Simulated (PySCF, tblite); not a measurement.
# C2H4F3GeN: dynamics, then NMR shifts on frames

Aim: move C2H4F3GeN (`[H]/N=[CH]\[GeH2][C](F)(F)F`) away from its starting geometry and see how NMR shifts follow the geometry.

Programs: tblite 0.8.0 and PySCF 2.14.0, with density-fitted response routines of our own. Each step states its level of theory. These are calculated values for one molecule in the gas phase, unless marked as measured. Atoms are numbered from 0 throughout.

## Step 1: The molecule as given

11 atoms, charge 0, multiplicity 1; geometry from: GFN2-xTB.

Bonds of the start (Å): N0–C1 1.25, C1–Ge2 2.00, Ge2–C3 2.01, C3–F4 1.34, C3–F5 1.35, C3–F6 1.35, N0–H7 1.02, C1–H8 1.09, Ge2–H9 1.51, Ge2–H10 1.50.

## Step 2: Dynamics with GFN2-xTB

The job: settings as JSON, then the geometry in Å.

```
{"job": {"kind": "md", "xc": "GFN2-xTB", "basis": "xTB", "temperature": 200, "steps": 2000, "every": 50, "frames": 5}, "charge": 0, "multiplicity": 1}
N      2.518109    -0.651483     0.235187
C      1.455602    -0.647888    -0.414332
Ge    -0.006781     0.722731    -0.443113
C     -1.625526    -0.120254     0.401749
F     -2.735954     0.617583     0.238466
F     -1.467901    -0.291349     1.726825
F     -1.890364    -1.334770    -0.113900
H      2.691858     0.153184     0.836780
H      1.273852    -1.512501    -1.051341
H      0.258298     1.957624     0.379774
H     -0.465769     1.109796    -1.822058
```

With the program's defaults for keys left out, this is: GFN2-xTB Langevin dynamics, gas phase.

Run with:

```bash
> OMP_NUM_THREADS=1 python probes_run.py task.json out
```

The driver reads the jobs from task.json and runs them one after another.

Standard output:

```text
t/fs     T/K      E/eV
    0.0   175.5   -688.91441
   25.0   117.7   -688.79070
   50.0   214.0   -688.78891
   75.0   221.7   -688.80714
  100.0   158.6   -688.75059
  125.0   118.3   -688.67548
  150.0   252.3   -688.72949
  175.0   237.7   -688.70067
  200.0   188.6   -688.65551
  225.0   191.5   -688.68373
  250.0   232.7   -688.64758
  275.0   208.1   -688.63668
  300.0   212.9   -688.59017
  325.0   315.7   -688.72536
  350.0   311.0   -688.71342
  375.0   163.1   -688.53902
  400.0   227.2   -688.55871
  425.0   292.2   -688.62416
  450.0   279.9   -688.55210
  475.0   267.2   -688.57125
  500.0   168.2   -688.44424
  525.0   301.8   -688.61254
  550.0   194.3   -688.58447
  575.0   157.1   -688.53100
  600.0   223.2   -688.64418
  625.0   202.7   -688.58111
  650.0   218.6   -688.68483
  675.0   222.2   -688.71337
  700.0   177.5   -688.65725
  725.0   268.7   -688.78062
  750.0   224.6   -688.67539
  775.0   221.1   -688.60062
  800.0   261.0   -688.71149
  825.0   172.2   -688.59919
  850.0   349.1   -688.73015
  875.0   178.3   -688.59387
  900.0   167.3   -688.70079
  925.0   187.1   -688.73683
  950.0   248.1   -688.66444
  975.0   302.2   -688.66481
 1000.0   223.3   -688.50256
```

Run time: 8.4 s. Hardware: 1 thread of AMD EPYC 9B14, shared host; peak memory 0.18 GiB.

Distance from the start (root mean square after alignment): 0 fs 0.00 Å, 200 fs 1.12 Å, 400 fs 1.31 Å, 600 fs 1.33 Å, 800 fs 1.18 Å, 1000 fs 1.19 Å.

Positions (Å) and forces (eV/Å) at 1000 fs:

```xyz
11

N     1.869   -1.501   -0.291   -0.406   -0.823    1.633
C     1.045   -0.935   -1.024    0.495    1.218   -1.111
Ge   -0.902   -0.454   -1.043    0.791   -0.099    0.517
C    -1.610   -0.025    0.771    0.362   -1.401   -0.156
F    -2.654    0.786    0.717   -0.193    0.382    0.398
F    -0.616    0.516    1.496   -0.341    0.288    0.326
F    -2.002   -1.163    1.432    0.047    0.594   -0.006
H     1.529   -1.974    0.618    0.344    0.742   -1.671
H     1.504   -0.347   -1.910   -0.380   -1.042    1.020
H    -0.828    0.935   -1.545   -0.277    0.236   -0.571
H    -1.795   -1.469   -1.618   -0.443   -0.096   -0.379
```

## Step 3: Nuclear shieldings: 250 fs, PBE0/pcSseg-1

The job: settings as JSON, then the geometry in Å.

```
{"job": {"kind": "nmr", "xc": "PBE0", "basis": "pcSseg-1", "pop": false}, "charge": 0, "multiplicity": 1}
N      1.711200    -1.652900     0.179000
C      1.486200    -0.448300    -0.117800
Ge    -0.320400     0.459600    -0.669300
C     -1.686300    -0.255700     0.552700
F     -2.825600     0.473200     0.352600
F     -1.519600    -0.346700     1.874000
F     -2.091000    -1.497100     0.185700
H      0.931900    -2.324900     0.232300
H      2.328900     0.248700    -0.087300
H     -0.277700     1.981000    -0.238900
H     -1.029300     0.108500    -1.952800
```

With the program's defaults for keys left out, this is: GIAO PBE0/pcSseg-1 NMR shielding, non-relativistic, gas phase.

Standard output:

```text
coarse grid: 48688 points
cycle   1  E = -2508.7214735613  dE =  1.571e-01  |g| = 1.211e+00  |ddm| = 3.057e+00
cycle   2  E = -2508.4610747433  dE =  2.604e-01  |g| = 1.707e+00  |ddm| = 1.532e+00
cycle   3  E = -2508.8845766191  dE = -4.235e-01  |g| = 2.496e-01  |ddm| = 1.119e+00
cycle   4  E = -2508.8942692046  dE = -9.693e-03  |g| = 1.223e-01  |ddm| = 2.096e-01
cycle   5  E = -2508.8972113383  dE = -2.942e-03  |g| = 2.885e-02  |ddm| = 8.245e-02
cycle   6  E = -2508.8973433041  dE = -1.320e-04  |g| = 5.604e-03  |ddm| = 1.627e-02
cycle   7  E = -2508.8973475696  dE = -4.266e-06  |g| = 9.827e-04  |ddm| = 5.522e-03
final grid: 102752 points
cycle   8  E = -2508.8972294802  dE =  5.099e-08  |g| = 1.246e-03  |ddm| = 1.990e-03
cycle   9  E = -2508.8972291468  dE =  3.334e-07  |g| = 1.857e-03  |ddm| = 2.199e-03
cycle  10  E = -2508.8972297751  dE = -6.283e-07  |g| = 2.585e-04  |ddm| = 1.180e-03
cycle  11  E = -2508.8972297899  dE = -1.477e-08  |g| = 4.731e-05  |ddm| = 2.173e-04
cycle  12  E = -2508.8972297903  dE = -4.111e-10  |g| = 8.920e-06  |ddm| = 3.033e-05
converged SCF energy = -2508.8972297903

GIAO shielding tensors (ppm)
atom      isotropic    diamagn.    paramagn.     s11        s22        s33       span
  0 N     -192.260     322.136    -514.396   -667.524   -136.862    227.606    895.130
  1 C        9.199     253.334    -244.135    -92.993      3.652    116.938    209.931
  2 Ge    1542.947    2755.497   -1212.550   1496.723   1545.183   1586.935     90.211
  3 C       44.752     246.458    -201.706     37.194     39.722     57.339     20.144
  4 F      219.895     474.335    -254.439    110.408    220.331    328.947    218.538
  5 F      241.046     474.838    -233.792    147.115    251.897    324.126    177.010
  6 F      227.024     475.778    -248.754    117.577    234.496    329.000    211.423
  7 H       17.311      33.391     -16.080      1.446     23.542     26.944     25.498
  8 H       22.332      28.227      -5.895     18.198     20.719     28.079      9.881
  9 H       26.041      26.881      -0.839     20.215     22.204     35.705     15.490
 10 H       26.757      27.722      -0.965     20.551     22.719     37.002     16.451
```

It took 13 s on 1 thread of AMD EPYC 9B14, shared host; peak memory 0.71 GiB.

The references, computed at this level on geometries of the same kind, shield at (ppm): 1H TMS 31.72, 13C TMS 186.9, 19F CFCl3 170.9, 15N NH3 267.7, 73Ge GeMe4 1331. Their shielding less the atom's gives the shift. The references are single molecules in the gas phase, so shifts against H2O, NH3, PH3, H3PO4 or CFCl3 are not on the usual liquid scales and can be off by tens of ppm. Each atom is listed at this fixed geometry, with no averaging over motion; a spectrum would average atoms that exchange fast.

```
atoms                            environment  σ (ppm)  δ (ppm)
   C1                             C=N carbon      9.2    177.7
   C3                             CF3 carbon     44.8    142.2
   H7          hydrogen on an imine nitrogen    17.31    14.41
   H8               hydrogen on a C=N carbon    22.33     9.38
   H9  hydrogen on a germanium bonded to 2 C    26.04     5.68
  H10  hydrogen on a germanium bonded to 2 C    26.76     4.96
   N0                         imine nitrogen   -192.3    460.0
  Ge2           germanium bonded to 2 C, 2 H     1543     -212
   F4                fluorine of a CF3 group    219.9    -48.9
   F6                fluorine of a CF3 group    227.0    -56.1
   F5                fluorine of a CF3 group    241.0    -70.1
```

## Step 4: NMR shieldings: 425 fs, PBE0/pcSseg-1

The job: settings as JSON, then the geometry in Å.

```
{"job": {"kind": "nmr", "xc": "PBE0", "basis": "pcSseg-1", "pop": false}, "charge": 0, "multiplicity": 1}
N      1.687000    -1.876400    -0.177500
C      1.397000    -0.671100    -0.210700
Ge    -0.415500     0.281300    -0.684800
C     -1.516600    -0.436300     0.816300
F     -2.740500     0.162600     0.970400
F     -0.952500    -0.486900     2.076400
F     -1.760000    -1.731900     0.438000
H      1.110500    -2.611000    -0.683600
H      2.060200     0.007900     0.323400
H     -0.361700     1.788700    -0.495600
H     -1.206800    -0.242200    -1.937000
```

Method: GIAO PBE0/pcSseg-1 NMR shielding, non-relativistic, gas phase.

Standard output:

```text
coarse grid: 48688 points
cycle   1  E = -2508.7131344785  dE =  6.304e-02  |g| = 1.219e+00  |ddm| = 3.044e+00
cycle   2  E = -2508.4220832225  dE =  2.911e-01  |g| = 1.767e+00  |ddm| = 1.580e+00
cycle   3  E = -2508.8842609824  dE = -4.622e-01  |g| = 2.441e-01  |ddm| = 1.156e+00
cycle   4  E = -2508.8931185564  dE = -8.858e-03  |g| = 1.192e-01  |ddm| = 2.061e-01
cycle   5  E = -2508.8958133633  dE = -2.695e-03  |g| = 3.210e-02  |ddm| = 8.293e-02
cycle   6  E = -2508.8959847272  dE = -1.714e-04  |g| = 5.867e-03  |ddm| = 1.827e-02
cycle   7  E = -2508.8959897167  dE = -4.990e-06  |g| = 1.244e-03  |ddm| = 6.203e-03
final grid: 102752 points
cycle   8  E = -2508.8959816261  dE =  9.664e-08  |g| = 1.623e-03  |ddm| = 2.334e-03
cycle   9  E = -2508.8959812302  dE =  3.959e-07  |g| = 2.337e-03  |ddm| = 2.650e-03
cycle  10  E = -2508.8959820863  dE = -8.561e-07  |g| = 1.426e-04  |ddm| = 1.368e-03
cycle  11  E = -2508.8959820909  dE = -4.552e-09  |g| = 5.249e-05  |ddm| = 1.649e-04
cycle  12  E = -2508.8959820913  dE = -4.584e-10  |g| = 1.003e-05  |ddm| = 3.528e-05
converged SCF energy = -2508.8959820913

GIAO shielding tensors (ppm)
atom      isotropic    diamagn.    paramagn.     s11        s22        s33       span
  0 N     -182.481     320.441    -502.921   -638.155   -125.415    216.127    854.282
  1 C       14.998     253.781    -238.782    -84.397     10.048    119.343    203.740
  2 Ge    1534.631    2755.974   -1221.343   1482.690   1530.274   1590.929    108.239
  3 C       37.107     249.100    -211.994     27.202     35.771     48.347     21.144
  4 F      220.042     473.449    -253.407    113.992    223.757    322.378    208.386
  5 F      222.352     475.765    -253.413    115.755    219.248    332.052    216.297
  6 F      219.321     476.135    -256.815    115.203    224.951    317.808    202.606
  7 H       17.379      31.072     -13.693      3.800     23.137     25.200     21.400
  8 H       22.384      29.181      -6.797     18.108     20.652     28.392     10.283
  9 H       26.635      28.100      -1.465     20.749     21.881     37.276     16.526
 10 H       26.247      27.236      -0.990     20.641     22.304     35.796     15.155
```

Run time: 13 s. Hardware: 1 thread of AMD EPYC 9B14, shared host; peak memory 0.78 GiB.

In short: δ C1 171.9, C3 149.8, N0 450.2, Ge2 -204, H7 14.34, H8 9.33 ppm.

## Step 5: NMR shieldings: 625 fs, PBE0/pcSseg-1

The job: settings as JSON, then the geometry in Å.

```
{"job": {"kind": "nmr", "xc": "PBE0", "basis": "pcSseg-1", "pop": false}, "charge": 0, "multiplicity": 1}
N      2.135400    -1.620500    -0.512500
C      1.623400    -0.506100    -0.413200
Ge    -0.334500    -0.175700    -0.597300
C     -1.476900    -0.549700     1.062500
F     -2.464600     0.252500     1.363800
F     -0.713800    -0.588000     2.179100
F     -1.965200    -1.765500     0.854000
H      1.515300    -2.456200    -0.627300
H      2.223900     0.377700    -0.117600
H     -0.503700     1.285600    -1.224400
H     -1.090500    -1.014700    -1.640400
```

Level: GIAO PBE0/pcSseg-1 NMR shielding, non-relativistic, gas phase.

Standard output:

```text
coarse grid: 48688 points
cycle   1  E = -2508.7244359569  dE =  2.802e-01  |g| = 1.200e+00  |ddm| = 3.087e+00
cycle   2  E = -2508.4968485193  dE =  2.276e-01  |g| = 1.643e+00  |ddm| = 1.474e+00
cycle   3  E = -2508.8868975712  dE = -3.900e-01  |g| = 2.127e-01  |ddm| = 1.062e+00
cycle   4  E = -2508.8936507163  dE = -6.753e-03  |g| = 1.074e-01  |ddm| = 1.809e-01
cycle   5  E = -2508.8958047386  dE = -2.154e-03  |g| = 2.598e-02  |ddm| = 7.154e-02
cycle   6  E = -2508.8959205333  dE = -1.158e-04  |g| = 5.626e-03  |ddm| = 1.572e-02
cycle   7  E = -2508.8959250573  dE = -4.524e-06  |g| = 1.119e-03  |ddm| = 5.334e-03
final grid: 102752 points
cycle   8  E = -2508.8959908362  dE =  5.964e-08  |g| = 1.471e-03  |ddm| = 2.187e-03
cycle   9  E = -2508.8959905214  dE =  3.149e-07  |g| = 2.140e-03  |ddm| = 1.989e-03
cycle  10  E = -2508.8959911631  dE = -6.418e-07  |g| = 1.081e-04  |ddm| = 1.064e-03
cycle  11  E = -2508.8959911657  dE = -2.583e-09  |g| = 4.133e-05  |ddm| = 1.265e-04
cycle  12  E = -2508.8959911659  dE = -2.501e-10  |g| = 8.170e-06  |ddm| = 2.642e-05
converged SCF energy = -2508.8959911659

GIAO shielding tensors (ppm)
atom      isotropic    diamagn.    paramagn.     s11        s22        s33       span
  0 N     -198.153     321.883    -520.036   -676.055   -115.764    197.360    873.415
  1 C       13.888     256.739    -242.851    -92.482     10.748    123.398    215.881
  2 Ge    1528.707    2755.393   -1226.686   1480.223   1500.855   1605.043    124.820
  3 C       51.511     249.740    -198.230     45.345     51.086     58.101     12.755
  4 F      241.494     472.318    -230.824    170.979    236.910    316.593    145.614
  5 F      229.301     476.426    -247.125    132.156    218.618    337.130    204.974
  6 F      223.223     474.268    -251.045    140.014    215.035    314.620    174.605
  7 H       17.804      32.028     -14.223      2.739     23.702     26.972     24.233
  8 H       21.889      28.650      -6.760     17.076     20.591     28.000     10.924
  9 H       25.982      27.301      -1.319     20.940     21.558     35.448     14.508
 10 H       26.973      28.424      -1.451     21.092     23.153     36.675     15.583
```

It took 13 s on 1 thread of AMD EPYC 9B14, shared host; peak memory 0.86 GiB.

This run: δ C1 173.0, C3 135.4, N0 465.9, Ge2 -198, H7 13.91, H8 9.83 ppm.

## Step 6: NMR shieldings: 800 fs, PBE0/pcSseg-1

The job: settings as JSON, then the geometry in Å.

```
{"job": {"kind": "nmr", "xc": "PBE0", "basis": "pcSseg-1", "pop": false}, "charge": 0, "multiplicity": 1}
N      2.105600    -1.474300    -0.401700
C      1.297400    -0.548800    -0.173800
Ge    -0.631300    -0.326500    -0.839600
C     -1.721200    -0.294600     0.858600
F     -2.835400     0.514500     0.948400
F     -0.872900     0.188700     1.812800
F     -2.061600    -1.524300     1.181200
H      1.778100    -2.197100    -0.977000
H      1.655300     0.269900     0.434300
H     -0.848700     0.864200    -1.743700
H     -1.242600    -1.479100    -1.698400
```

Level: GIAO PBE0/pcSseg-1 NMR shielding, non-relativistic, gas phase.

Standard output:

```text
coarse grid: 48688 points
cycle   1  E = -2508.7201651743  dE =  2.029e-01  |g| = 1.216e+00  |ddm| = 3.071e+00
cycle   2  E = -2508.4436480947  dE =  2.765e-01  |g| = 1.735e+00  |ddm| = 1.571e+00
cycle   3  E = -2508.8892814334  dE = -4.456e-01  |g| = 2.402e-01  |ddm| = 1.153e+00
cycle   4  E = -2508.8981443916  dE = -8.863e-03  |g| = 1.159e-01  |ddm| = 1.977e-01
cycle   5  E = -2508.9006744262  dE = -2.530e-03  |g| = 2.960e-02  |ddm| = 7.649e-02
cycle   6  E = -2508.9008182970  dE = -1.439e-04  |g| = 6.002e-03  |ddm| = 1.691e-02
cycle   7  E = -2508.9008234933  dE = -5.196e-06  |g| = 1.298e-03  |ddm| = 5.843e-03
final grid: 102752 points
cycle   8  E = -2508.9007778639  dE =  1.505e-07  |g| = 1.766e-03  |ddm| = 2.293e-03
cycle   9  E = -2508.9007773206  dE =  5.433e-07  |g| = 2.616e-03  |ddm| = 2.548e-03
cycle  10  E = -2508.9007783807  dE = -1.060e-06  |g| = 1.682e-04  |ddm| = 1.385e-03
cycle  11  E = -2508.9007783868  dE = -6.177e-09  |g| = 5.490e-05  |ddm| = 1.722e-04
cycle  12  E = -2508.9007783874  dE = -5.175e-10  |g| = 1.127e-05  |ddm| = 3.416e-05
converged SCF energy = -2508.9007783874

GIAO shielding tensors (ppm)
atom      isotropic    diamagn.    paramagn.     s11        s22        s33       span
  0 N     -170.581     320.252    -490.833   -618.970   -128.819    236.045    855.015
  1 C        9.479     253.637    -244.158    -93.120      0.802    120.755    213.875
  2 Ge    1514.778    2754.907   -1240.129   1419.391   1513.291   1611.651    192.260
  3 C       43.997     249.146    -205.149     33.591     46.502     51.899     18.307
  4 F      218.986     472.975    -253.989    115.790    202.149    339.020    223.230
  5 F      221.564     477.854    -256.290    116.868    224.932    322.891    206.023
  6 F      233.139     472.834    -239.695    150.671    243.921    304.824    154.153
  7 H       18.748      34.158     -15.409      2.553     25.556     28.136     25.582
  8 H       22.691      30.222      -7.531     18.473     21.172     28.429      9.956
  9 H       26.719      28.137      -1.418     21.037     21.771     37.349     16.312
 10 H       26.724      27.562      -0.838     21.149     22.634     36.389     15.241
```

Wall time 12 s (1 thread of AMD EPYC 9B14, shared host); peak memory 0.82 GiB.

Key values: δ C1 177.4, C3 142.9, N0 438.3, Ge2 -184, H7 12.97, H8 9.03 ppm.

## Step 7: NMR shieldings: 1000 fs, PBE0/pcSseg-1

The job: settings as JSON, then the geometry in Å.

```
{"job": {"kind": "nmr", "xc": "PBE0", "basis": "pcSseg-1", "pop": false}, "charge": 0, "multiplicity": 1}
N      1.869200    -1.501000    -0.290900
C      1.044800    -0.935200    -1.023600
Ge    -0.902300    -0.454200    -1.042800
C     -1.609700    -0.025200     0.770800
F     -2.653500     0.785700     0.716900
F     -0.615900     0.515800     1.496400
F     -2.001500    -1.163400     1.432000
H      1.528700    -1.973700     0.618300
H      1.504400    -0.347400    -1.910100
H     -0.827900     0.934700    -1.545100
H     -1.794900    -1.469400    -1.618300
```

Method: GIAO PBE0/pcSseg-1 NMR shielding, non-relativistic, gas phase.

Standard output:

```text
coarse grid: 48688 points
cycle   1  E = -2508.7244760050  dE =  2.381e-01  |g| = 1.195e+00  |ddm| = 3.101e+00
cycle   2  E = -2508.5052945700  dE =  2.192e-01  |g| = 1.632e+00  |ddm| = 1.463e+00
cycle   3  E = -2508.8839909554  dE = -3.787e-01  |g| = 2.161e-01  |ddm| = 1.031e+00
cycle   4  E = -2508.8907318054  dE = -6.741e-03  |g| = 1.074e-01  |ddm| = 1.782e-01
cycle   5  E = -2508.8928905231  dE = -2.159e-03  |g| = 2.732e-02  |ddm| = 7.462e-02
cycle   6  E = -2508.8930148460  dE = -1.243e-04  |g| = 5.360e-03  |ddm| = 1.606e-02
cycle   7  E = -2508.8930187945  dE = -3.948e-06  |g| = 1.160e-03  |ddm| = 4.877e-03
final grid: 102752 points
cycle   8  E = -2508.8930345948  dE =  9.948e-08  |g| = 1.544e-03  |ddm| = 1.833e-03
cycle   9  E = -2508.8930341990  dE =  3.958e-07  |g| = 2.279e-03  |ddm| = 2.027e-03
cycle  10  E = -2508.8930349620  dE = -7.630e-07  |g| = 1.319e-04  |ddm| = 1.138e-03
cycle  11  E = -2508.8930349657  dE = -3.676e-09  |g| = 4.524e-05  |ddm| = 1.391e-04
cycle  12  E = -2508.8930349660  dE = -3.456e-10  |g| = 9.255e-06  |ddm| = 3.028e-05
converged SCF energy = -2508.8930349660

GIAO shielding tensors (ppm)
atom      isotropic    diamagn.    paramagn.     s11        s22        s33       span
  0 N     -183.327     322.796    -506.123   -635.537   -130.235    215.793    851.330
  1 C       11.462     255.198    -243.736    -94.526     11.485    117.428    211.953
  2 Ge    1522.684    2756.266   -1233.582   1449.118   1537.703   1581.232    132.114
  3 C       46.697     248.720    -202.023     39.040     46.696     54.354     15.314
  4 F      242.883     472.556    -229.673    159.313    257.433    311.902    152.589
  5 F      238.582     478.283    -239.700    145.470    246.417    323.860    178.391
  6 F      231.614     475.086    -243.472    121.329    234.998    338.514    217.185
  7 H       17.724      31.607     -13.883      5.448     22.666     25.057     19.609
  8 H       21.688      27.192      -5.504     17.870     18.744     28.450     10.581
  9 H       27.588      29.403      -1.815     20.862     23.688     38.214     17.353
 10 H       27.402      28.218      -0.816     21.148     22.698     38.360     17.212
```

Run time: 13 s. Hardware: 1 thread of AMD EPYC 9B14, shared host; peak memory 0.87 GiB.

This run: δ C1 175.5, C3 140.2, N0 451.1, Ge2 -192, H7 13.99, H8 10.03 ppm.

## Step 8: Comparing the runs: NMR shifts

Shifts (ppm) of some atoms, chosen among heavy atoms and hydrogens apart, with basis size and wall time:

```
  frame     C3     H7    H9     N0   Ge2     F4     F5  functions  time
 250 fs  142.2  14.41  5.68  460.0  -212  -48.9  -70.1        163  13 s
 425 fs  149.8  14.34  5.08  450.2  -204  -49.1  -51.4        163  13 s
 625 fs  135.4  13.91  5.73  465.9  -198  -70.5  -58.4        163  13 s
 800 fs  142.9  12.97  5.00  438.3  -184  -48.0  -50.6        163  12 s
1000 fs  140.2  13.99  4.13  451.1  -192  -71.9  -67.6        163  13 s
```

## Step 9: Results

| quantity | value |
| --- | --- |
| thermostat | 200 K |
| mean temperature, second half | 222 K |
| mean potential energy above the minimum | 0.28 eV |
| 13C shifts against TMS (PBE0/pcSseg-1, 250 fs) | 177.7, 142.2 ppm |
| 1H shifts against TMS (PBE0/pcSseg-1, 250 fs) | 14.41, 9.38, 5.68, 4.96 ppm |
| 15N shifts against NH3 (PBE0/pcSseg-1, 250 fs) | 460.0 ppm |
| 73Ge shifts against GeMe4 (PBE0/pcSseg-1, 250 fs) | -212 ppm |
| 19F shifts against CFCl3 (PBE0/pcSseg-1, 250 fs) | -48.9, -56.1, -70.1 ppm |
| range of the shift of Ge2 | -212 to -184 ppm |

What this shows: In the second half the potential energy averages 0.28 eV above the minimum; equipartition over 27 harmonic modes at 200 K would give 0.23 eV. With 11 atoms the temperature swings widely (118 to 349 K). Shifts at one fixed geometry are not the observed spectrum, which averages over the motion. In the first frame run (250 fs): The largest span, 895 ppm, is at N0, where the paramagnetic term is -514 ppm. In ppm, Ge2 moves most: its shift spreads over 28 ppm, from -212 (250 fs) to -184 (800 fs). Spin-orbit coupling is left out, which matters for shieldings and couplings at and beside the heavy atoms.
